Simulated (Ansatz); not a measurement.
# CsLiCr2Te2S3 (C2/m) in Ansatz: single point with PBE

Aim: the single point of CsLiCr2Te2S3 with PBE.

Everything below comes from runs of Ansatz 0.2.0. Logs are shortened: lines on timing, memory, paths and dates and some standing lists are left out, and cuts for length are marked.

## (1) Starting point

The structure is monoclinic, space group C2/m (No. 12). The conventional cell has a = 14.579 Å, b = 4.209 Å, c = 7.709 Å, α = 90.00°, β = 109.04°, γ = 90.00°. Cs (site symmetry 2/m) has 6 S at 3.84 to 3.85 Å and 6 Te at 4.08 to 4.23 Å and 2 Cs at 4.21 Å and 2 Cr at 4.27 Å and 4 Li at 4.39 Å as nearest neighbours. Li (site symmetry 2/m) is surrounded by 2 S at 2.10 Å. Cr (site symmetry m) has 4 S at 2.33 to 2.46 Å as nearest neighbours. Te (site symmetry m) is surrounded by 2 Cr at 2.84 Å and 1 Li at 3.10 Å and 1 S at 3.19 Å. Around S (site symmetry m) lie 3 Cr at 2.33 to 2.46 Å. S (site symmetry 2/m) is surrounded by 2 Li at 2.10 Å and 2 Cr at 2.38 Å.

The cell was built by a generator and needn't be a form met in nature.

## (2) Single point, PBE, collinear spin, ferromagnetic start

File input.yaml:

```yaml
crystal:
  lattice:
    - [7.28959, -2.10433, 0.01772]
    - [7.28959, 2.10433, 0.01772]
    - [-2.53315, 0.0, 7.281]
  atoms:
    - { symbol: Cs, position: [0.5, 0.5, 0.0] }
    - { symbol: Li, position: [0.0, 0.0, 0.5] }
    - { symbol: Cr, position: [0.3287, 0.3287, 0.433], spin: 3.0 }
    - { symbol: Cr, position: [0.6713, 0.6713, 0.567], spin: 3.0 }
    - { symbol: Te, position: [0.80672, 0.80672, 0.17427] }
    - { symbol: Te, position: [0.19328, 0.19328, 0.82573] }
    - { symbol: S, position: [0.16358, 0.16358, 0.39713] }
    - { symbol: S, position: [0.83642, 0.83642, 0.60287] }
    - { symbol: S, position: [0.5, 0.5, 0.5] }
hamiltonian:
  xc: pbe
  pseudopotentials: { kind: paw, level: accurate }
magnetization:
  spin_polarized: true
kpoints:
  mp_grid: { grid: [7, 7, 4] }
scf:
  occupations: { method: fermi_dirac, width: 0.05 }
output:
  forces: true
  stress: true
  eigenvalues: true
```

Potentials or basis: Ansatz PAW earlier set.

The run is started by

```console
ansatz run input.yaml --threads 8 --pin off --max-ram 20480MiB --backend cpu --events-out ev --progress --plain --runs-dir out
```

Standard output:

```text
Warning: RAYON_NUM_THREADS=8 ignored (pool sized by the plan → 8); use --threads N
Engine: ansatz 0.2.0, aarch64-unknown-linux-gnu
Pseudopotentials: kind: paw, level: accurate
Pseudopotential: Cs, paw, valence charge 9, recommended cutoff 650 eV (high), Cs.paw.azcp
Pseudopotential: Li, paw, valence charge 3, recommended cutoff 780 eV (high), Li.paw.azcp
Pseudopotential: Cr, paw, valence charge 14, recommended cutoff 1070 eV (high), Cr.paw.azcp
Pseudopotential: Te, paw, valence charge 16, recommended cutoff 430 eV (normal), Te.paw.azcp#accurate
Pseudopotential: S, paw, valence charge 6, recommended cutoff 580 eV (normal), S.paw.azcp#accurate
Functional definition: PBE
  parameter kappa = 0.804
  parameter beta = 0.06672455060314922
  exchange = pbe_x(kappa = kappa, mu = beta*pi^2/3)
  correlation = pbe_c(beta = beta)
Crystal: 9 atoms, lattice volume = 223.566 Å³
Basis set: ecut = 1070 eV, 17787 PW (Γ), exchange–correlation on 200×200×216 points (8 copies of the dense FFT grid, shifted against one another)
Bands: 58, of which v1, the nominal top of the filled ones, is band 45 counted from 1 (44 counted from 0)
Symmetry: 4 space group operations
Space group: C2/m (ITA 12), of the structure as read, at distance tolerance 6.1e-5 Å
Magnetic group: BNS 12.58 (UNI 65), of the structure as read, at distance tolerance 6.1e-5 Å
k-points: 60 of 196
Non-local potential: Cs, projectors of the file, l = 0: 3, l = 1: 2, l = 2: 2, l = 3: 3
Non-local potential: Li, projectors of the file, l = 0: 2, l = 1: 1, l = 2: 2
Non-local potential: Cr, projectors of the file, l = 0: 3, l = 1: 2, l = 2: 3, l = 3: 1
Non-local potential: Te, projectors of the file, l = 0: 3, l = 1: 3, l = 2: 3, l = 3: 2, l = 4: 1
Non-local potential: S, projectors of the file, l = 0: 3, l = 1: 3, l = 2: 2, l = 3: 1, l = 4: 1
PAW form: soft (Blöchl's): semilocal exchange-correlation on the pseudo side does not see the compensation charge
PAW one-centre angular grid: Cs, 194 points (default); XC on 64 Gauss nodes
PAW one-centre angular grid: Li, 110 points (default); XC on 64 Gauss nodes
PAW one-centre angular grid: Cr, 590 points (default); XC on 64 Gauss nodes
PAW one-centre angular grid: Te, 590 points (default); XC on 64 Gauss nodes
PAW one-centre angular grid: S, 194 points (default); XC on 64 Gauss nodes
Initial density: superposition of atomic densities (chi_scale 0.1, normalization cell, long waves kept (reshape's long-wave potential 0.08 eV rms))
Starting moments: Σ|m| = 6 μB on 2 of 9 sites
Initial wavefunctions: pseudopotential atomic-orbital guess
Functional: x = pbe(κ = 0.804, μ = 0.2195149727645171), c = pbe(β = 0.06672455060314922)
SCF iter   1: F=—  HF=-29327.477282 eV  |F-HF|=—  |Δ(HF+E_count)|=         —  Δρ=5.78e-2 (↑5.78e-2 ↓3.35e-2)  dr2=3.37e1  dr2_m=5.73e-1  M=4.299 μB ∫|m|=5.627 μB  β_m=0.30  ethr=3.10e-3  ⟨swp⟩=21.8  Hψ=55255  notcnv=0  defer=4
Mixer restart at iter 1: flushing history
preconditioner: auto → Kerker (q_TF=auto, 2.344 Å⁻¹)  [metal: Δε(μ)=0.002 eV  Ē_g=8.052 eV  σ=0.050 eV  W_gap=0.01  n_scr=46 (ndim 8)  ℏωp=17.6 eV  f_vac=0.000  D(μ)=6.57/eV (n_scr^D=46)]
spin=Collinear: Kerker preconditioning applied to the charge; magnetization (m = ρ↑ − ρ↓) channel mixes plain (no charge-response kernel on spin).
SCF iter   2: F=—  HF=-29328.858975 eV  |F-HF|=—  |Δ(HF+E_count)|=    1.38e0  Δρ=2.22e-2 (↑2.22e-2 ↓1.95e-2)  dr2=7.15e0  dr2_m=3.85e-1  M=4.894 μB ∫|m|=6.322 μB  β_m=0.35  ethr=3.10e-3  ⟨swp⟩=6.0  Hψ=19937  notcnv=0  defer=532
SCF iter   3: F=—  HF=-29328.250878 eV  |F-HF|=—  |Δ(HF+E_count)|=   6.08e-1  Δρ=1.85e-2 (↑1.85e-2 ↓1.21e-2)  dr2=2.68e0  dr2_m=2.87e-1  M=5.067 μB ∫|m|=6.643 μB  β_m=0.65  ethr=3.10e-3  ⟨swp⟩=4.6  Hψ=12547  notcnv=0  defer=543
SCF iter   4: F=—  HF=-29327.762250 eV  |F-HF|=—  |Δ(HF+E_count)|=   4.89e-1  Δρ=6.02e-3 (↑6.02e-3 ↓3.52e-3)  dr2=3.50e-1  dr2_m=7.55e-3  M=5.268 μB ∫|m|=7.008 μB  β_m=0.83  ethr=2.98e-3  ⟨swp⟩=5.9  Hψ=15666  notcnv=0  defer=533
SCF iter   5: F=—  HF=-29327.746231 eV  |F-HF|=—  |Δ(HF+E_count)|=   1.60e-2  Δρ=3.71e-3 (↑3.71e-3 ↓1.70e-3)  dr2=1.36e-1  dr2_m=2.99e-3  M=5.206 μB ∫|m|=6.918 μB  β_m=0.91  ethr=3.89e-4  ⟨swp⟩=5.5  Hψ=17635  notcnv=0  defer=547
SCF iter   6: F=—  HF=-29327.729411 eV  |F-HF|=—  |Δ(HF+E_count)|=         —  Δρ=1.56e-3 (↑1.56e-3 ↓6.12e-4)  dr2=2.45e-2  dr2_m=1.05e-3  M=5.224 μB ∫|m|=6.956 μB  β_m=0.91  ethr=1.51e-4  ⟨swp⟩=4.7  Hψ=12117  notcnv=0  defer=547
Mixer restart at iter 6: flushing history
SCF iter   7: F=—  HF=-29327.727949 eV  |F-HF|=—  |Δ(HF+E_count)|=   1.46e-3  Δρ=1.57e-3 (↑1.57e-3 ↓5.66e-4)  dr2=1.35e-2  dr2_m=6.65e-4  M=5.235 μB ∫|m|=6.976 μB  β_m=0.81  ethr=2.73e-5  ⟨swp⟩=3.7  Hψ=15212  notcnv=0  defer=547
SCF iter   8: F=—  HF=-29327.728230 eV  |F-HF|=—  |Δ(HF+E_count)|=   2.81e-4  Δρ=5.06e-4 (↑5.06e-4 ↓2.92e-4)  dr2=6.57e-3  dr2_m=7.89e-5  M=5.225 μB ∫|m|=6.961 μB  β_m=0.89  ethr=1.49e-5  ⟨swp⟩=3.4  Hψ=14470  notcnv=0  defer=548
SCF iter   9: F=—  HF=-29327.727127 eV  |F-HF|=—  |Δ(HF+E_count)|=   1.10e-3  Δρ=3.48e-4 (↑3.48e-4 ↓2.24e-4)  dr2=3.10e-3  dr2_m=3.77e-5  M=5.227 μB ∫|m|=6.965 μB  β_m=0.88  ethr=7.31e-6  ⟨swp⟩=2.2  Hψ=9228  notcnv=0  defer=548
SCF iter  10: F=—  HF=-29327.726485 eV  |F-HF|=—  |Δ(HF+E_count)|=   6.43e-4  Δρ=1.15e-4 (↑1.15e-4 ↓6.85e-5)  dr2=3.13e-4  dr2_m=4.53e-6  M=5.226 μB ∫|m|=6.966 μB  β_m=0.94  ethr=3.44e-6  ⟨swp⟩=3.2  Hψ=12029  notcnv=0  defer=546
SCF iter  11: F=—  HF=-29327.726412 eV  |F-HF|=—  |Δ(HF+E_count)|=   7.24e-5  Δρ=2.24e-5 (↑2.24e-5 ↓1.94e-5)  dr2=1.21e-5  dr2_m=1.30e-7  M=5.225 μB ∫|m|=6.967 μB  β_m=0.97  ethr=3.48e-7  ⟨swp⟩=3.1  Hψ=12669  notcnv=0  defer=543
SCF iter  12: F=—  HF=-29327.726395 eV  |F-HF|=—  |Δ(HF+E_count)|=   1.68e-5  Δρ=8.45e-6 (↑8.45e-6 ↓8.37e-6)  dr2=1.95e-6  dr2_m=9.15e-9  M=5.225 μB ∫|m|=6.967 μB  β_m=0.99  ethr=1.34e-8  ⟨swp⟩=3.5  Hψ=14615  notcnv=0  defer=543
SCF iter  13: F=—  HF=-29327.726396 eV  |F-HF|=—  |Δ(HF+E_count)|=   4.50e-7  Δρ=4.02e-6 (↑3.92e-6 ↓4.02e-6)  dr2=2.95e-7  dr2_m=1.32e-9  M=5.225 μB ∫|m|=6.967 μB  β_m=0.99  ethr=2.17e-9  ⟨swp⟩=3.2  Hψ=13228  notcnv=0  defer=543
SCF iter  14: F=-29327.726396 eV  HF=-29327.726396 eV  |F-HF|=1.34e-8  |Δ(HF+E_count)|=   2.16e-8  Δρ=1.29e-6 (↑1.29e-6 ↓1.14e-6)  dr2=2.93e-8  dr2_m=2.00e-10  M=5.225 μB ∫|m|=6.967 μB  ethr=1.11e-10  ⟨swp⟩=23.9  Hψ=62050  notcnv=0
SCF 1 converged in 14 iterations: F = -29327.726396 eV  dr2 = 2.93e-8
SCF converged after 14 iterations
Magnetization: 5.2247 μB (47.6123 up, 42.3877 down)
Absolute magnetization: 6.9682 μB (∫|ρ↑−ρ↓|, with the PAW one-centre terms)
Spin contamination: 0.6023 ħ² per cell (⟨S²⟩ above its minimum at these occupations)
Per-site moments (μB) at R_I (Å): [(0.0009345222175997745, 1.5828311309923833), (0.004812030165188037, 0.868036125), (2.5890298164479444, 0.9618631007958816), (2.589029816447945, 0.9618631007958816), (-0.1349031978035183, 1.1734218254172635), (-0.13490319780351845, 1.1734218254172635), (-0.13432474960084365, 0.9618631007958816), (-0.1343247496008438, 0.9618631007958816), (-0.030299481172558342, 0.868036125)]
Free energy (F): -29327.726396 eV
Harris-Foulkes:  -29327.726396 eV  (|F-HF|=1.34e-8)
Internal energy: -29327.690851 eV  (E = F + TS)
E sigma→0 (E₀):  -29327.708623 eV
Entropy (-TS):   -0.035545 eV (-3.949 meV/atom)
Fermi energy:    7.101970 eV
--- Per-component energies (eV) ---
  E_band       = -1258.479828
  E_kinetic    = 2347.411755
  E_local      = -12605.738597  (includes V_loc(G=0)·N_el)
  E_nonlocal   = 2382.187029
  E_hartree    = 4605.098636
  E_xc         = -1609.848082
  E_vxc        = -1158.933304  (∫ρ·V_xc dr)
  E_paw        = -18193.374454  (= ΣΔE_a, less E_core_relax)
  E_vpaw       = -1433.600644  (= ΣTr[D̂ρ^β], less what the cores' own moments, if any, meet on the grid)
  E_core_relax = -0.002562  (the energy of the cores' relaxation)
  E_aug_tail   = 0.000011  (compensation charges beyond the density's cutoff)
  E_ewald      = -6253.424587
  E_smearing   = -0.035545  (= −TS)
  E_closure    = -0.000000  (closes the sum)
  Σ components = -29327.726396   (vs F -29327.726396, Δ=0.00e0)
--- Forces (eV/Å), atoms counted from 1 ---
  atom   1  Cs     0.00000000     0.00000000     0.00000000
  atom   2  Li     0.00000000     0.00000000     0.00000000
  atom   3  Cr    -0.00931759     0.00000000    -0.02749444
  atom   4  Cr     0.00931759     0.00000000     0.02749444
  atom   5  Te     0.00836755     0.00000000     0.03094924
  atom   6  Te    -0.00836755     0.00000000    -0.03094924
  atom   7  S      0.01180680     0.00000000    -0.01038797
  atom   8  S     -0.01180680     0.00000000     0.01038797
  atom   9  S      0.00000000     0.00000000     0.00000000
  max |Σ_I F_I| component: 3.47e-18 eV/Å
--- Stress (GPa, compression-positive) ---
       -0.055842       0.000000      -0.009420
        0.000000      -0.039959       0.000000
       -0.009420       0.000000       0.052081
  P = ⅓ Tr σ = -0.0146 GPa (-0.146 kbar)
--- Band table (eV; the first three rows and the last of 120) ---
  k-point 0 ↑: bands = ["-65.5769", "-65.5760", "-37.9179", "-36.9545", "-36.9500", "-36.9108", "-36.9054", "-36.9042", "-36.8987", "-29.0765", "-29.0760", "-29.0725", "-29.0556", "-29.0041", "-29.0012", "-28.9350", "-28.9335", "-28.9296", "-28.9251", "-14.3875", "-6.2383", "-5.0890", "-4.8594", "-3.5652", "-2.8037", "-1.2506", "-1.1868", "-0.9516", "2.1276", "2.8829", "2.9683", "3.0387", "3.2269", "3.3984", "4.1456", "4.3306", "5.1709", "5.5563", "5.5877", "5.6263", "5.9443", "6.1346", "6.2161", "6.5167", "6.5662", "6.7900", "6.9100", "7.2338", "8.1389", "8.3158", "8.5252", "9.3368", "9.3817", "10.4236", "11.3736", "11.8789", "11.8915", "12.0774"]
  k-point 1 ↑: bands = ["-65.5769", "-65.5760", "-37.9179", "-36.9545", "-36.9500", "-36.9108", "-36.9054", "-36.9042", "-36.8987", "-29.0765", "-29.0760", "-29.0725", "-29.0556", "-29.0041", "-29.0012", "-28.9350", "-28.9335", "-28.9297", "-28.9251", "-14.3874", "-6.2328", "-5.0810", "-4.8631", "-3.7173", "-2.6156", "-1.2378", "-1.1898", "-0.9514", "1.9814", "2.9713", "3.0432", "3.1010", "3.2994", "3.3920", "3.8409", "4.2644", "5.3316", "5.3397", "5.6908", "5.6919", "5.9989", "6.0963", "6.3704", "6.5110", "6.6333", "6.7096", "6.7874", "7.2566", "7.9116", "8.1807", "8.5823", "9.0430", "9.4578", "10.6686", "11.4990", "11.9385", "12.1067", "12.2778"]
  k-point 2 ↑: bands = ["-65.5769", "-65.5760", "-37.9179", "-36.9545", "-36.9500", "-36.9108", "-36.9054", "-36.9042", "-36.8987", "-29.0765", "-29.0760", "-29.0725", "-29.0556", "-29.0040", "-29.0012", "-28.9350", "-28.9335", "-28.9297", "-28.9251", "-14.3873", "-6.2270", "-5.0738", "-4.8668", "-3.8275", "-2.4746", "-1.2263", "-1.1797", "-0.9512", "1.8703", "3.0241", "3.0480", "3.0961", "3.3854", "3.5522", "3.5659", "4.2115", "5.1914", "5.4466", "5.7104", "5.9842", "6.0125", "6.0686", "6.1672", "6.4806", "6.5217", "6.8501", "6.8843", "7.2082", "7.5898", "8.1393", "8.5982", "8.8217", "9.5657", "10.9046", "11.6397", "12.0111", "12.3708", "12.4375"]
  k-point 59 ↓: bands = ["-62.6702", "-62.6693", "-37.9112", "-34.1432", "-34.1374", "-34.1047", "-34.0990", "-33.9399", "-33.9361", "-29.1109", "-29.1074", "-29.1049", "-29.0910", "-29.0244", "-29.0228", "-28.9619", "-28.9610", "-28.9516", "-28.9478", "-14.3763", "-6.0632", "-5.4841", "-4.9072", "-3.8249", "-2.6806", "-1.1775", "-1.1104", "-1.0870", "2.8572", "2.9308", "3.1912", "3.2400", "3.9245", "3.9342", "3.9658", "4.7483", "5.0186", "5.0593", "5.4708", "5.7316", "6.1731", "7.1466", "7.5854", "8.6400", "8.9603", "9.0685", "9.1349", "9.2617", "9.3330", "9.7017", "9.7316", "10.0190", "10.6141", "11.1467", "12.0674", "12.3899", "12.4351", "12.9262"]
```

Run time: 3.6 min. Hardware: 8 threads of Arm Neoverse N1, shared host; peak memory 6.8 GiB.

Results:

- Free energy: -29327.7264 eV
- Pressure: 0.0 GPa
- Largest force: 0.032 eV/Å
- Band gap on the k mesh: none (metal or under the smearing width)
- Net moment: 5.22 μB per cell
- Absolute moment: 6.97 μB per cell
- Site moments: Cs +0.00; Li +0.00; Cr +2.59; Te -0.13; S -0.13, -0.03 μB

Forces on the atoms (eV/Å):
```
Cs   0.000  0.000  0.000
Li   0.000  0.000  0.000
Cr  -0.009  0.000 -0.027
Cr   0.009  0.000  0.027
Te   0.008  0.000  0.031
Te  -0.008  0.000 -0.031
S    0.012  0.000 -0.010
S   -0.012  0.000  0.010
S    0.000  0.000  0.000
```

Stress tensor (GPa, compression positive):
```
-0.06  0.00 -0.01
 0.00 -0.04  0.00
-0.01  0.00  0.05
```

Levels at points of the mesh, in eV from the Fermi level:
Spin up:
| k point | band 43 | band 44 | band 45 | band 46 | band 47 | band 48 | band 49 | band 50 | band 51 | band 52 |
| --- | --- | --- | --- | --- | --- | --- | --- | --- | --- | --- |
| (0.00, 0.00, 0.00) | -0.89 | -0.59 | -0.54 | -0.31 | -0.19 | 0.13 | 1.04 | 1.21 | 1.42 | 2.23 |
| (0.00, 0.00, -0.50) | -0.93 | -0.62 | -0.58 | -0.25 | -0.22 | 0.11 | 0.49 | 1.04 | 1.50 | 1.72 |
Spin down:
```tsv
k point	band 39	band 40	band 41	band 42	band 43	band 44	band 45	band 46
(0.00, 0.00, 0.00)	-0.95	-0.93	-0.69	-0.09	0.78	1.05	1.50	1.72
(0.00, 0.00, -0.50)	-1.03	-0.94	-0.70	-0.07	0.39	1.07	1.56	1.66
```

Caveat: only a ferromagnetic start was run, and an antiferromagnetic order may lie lower in energy. With open d or f shells a metallic result of PBE can be an artefact of self-interaction; +U or a hybrid may open a gap.
